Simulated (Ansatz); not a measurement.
# C3H4BCl: the cost of one run

Program: Ansatz 0.2.0, Gaussian basis. Level of theory: the settings change from run to run. These are calculated values, not measurements.

### Step 1. The molecule

An earlier PBE0-D4 in a triple-zeta def2 set relaxation fixed the geometry.

9 atoms, charge 0, spin multiplicity 1.

Atoms are counted from 1 here; the program's logs count them from 0.

Bond lengths: B1–C2 1.580 Å, B1–Cl3 1.907 Å, B1–H6 1.203 Å, B1–H7 1.203 Å, C2–C4 1.386 Å, C2–C5 1.386 Å, C4–C5 1.332 Å, C4–H8 1.079 Å, C5–H9 1.079 Å. Angles: C2–B1–Cl3 93.2°, C2–B1–H6 111.8°, C2–B1–H7 111.8°, Cl3–B1–H6 110.7°, Cl3–B1–H7 110.7°, H6–B1–H7 116.3°, B1–C2–C4 150.9°, B1–C2–C5 150.9°, C4–C2–C5 57.4°, C2–C4–C5 61.3°, C2–C4–H8 149.0°, C5–C4–H8 149.7°, C2–C5–C4 61.3°, C2–C5–H9 149.0°, C4–C5–H9 149.7°.

### Step 2. wB97X/pcseg-2

Input file in.yaml:

```yaml
crystal:
  periodic: [false, false, false]
  atoms:
    - {symbol: B, position_ang: [0.674592, 0.470355, -1.181333]}
    - {symbol: C, position_ang: [-0.215877, 0.014758, 0.041172]}
    - {symbol: Cl, position_ang: [2.276955, -0.217232, -0.409830]}
    - {symbol: C, position_ang: [-0.919592, -0.961154, 0.729230]}
    - {symbol: C, position_ang: [-0.704122, 0.211281, 1.323376]}
    - {symbol: H, position_ang: [0.727332, 1.668462, -1.273258]}
    - {symbol: H, position_ang: [0.394865, -0.129840, -2.185445]}
    - {symbol: H, position_ang: [-1.331208, -1.957851, 0.756780]}
    - {symbol: H, position_ang: [-0.814347, 0.854722, 2.182111]}
basis:
  gaussian: {orbitals: pcseg-2}
hamiltonian: {xc: {name: wB97X}}
output: {forces: true}
```

On the command line:

```sh
$ ansatz run in.yaml --threads 2 --pin off --events-out ev --progress --plain --max-ram 4352MiB
```

Q: Estimate wall time and peak memory on 2 threads of Arm Neoverse V1, shared host.

About 14 s, with a peak of 0.57 GiB.
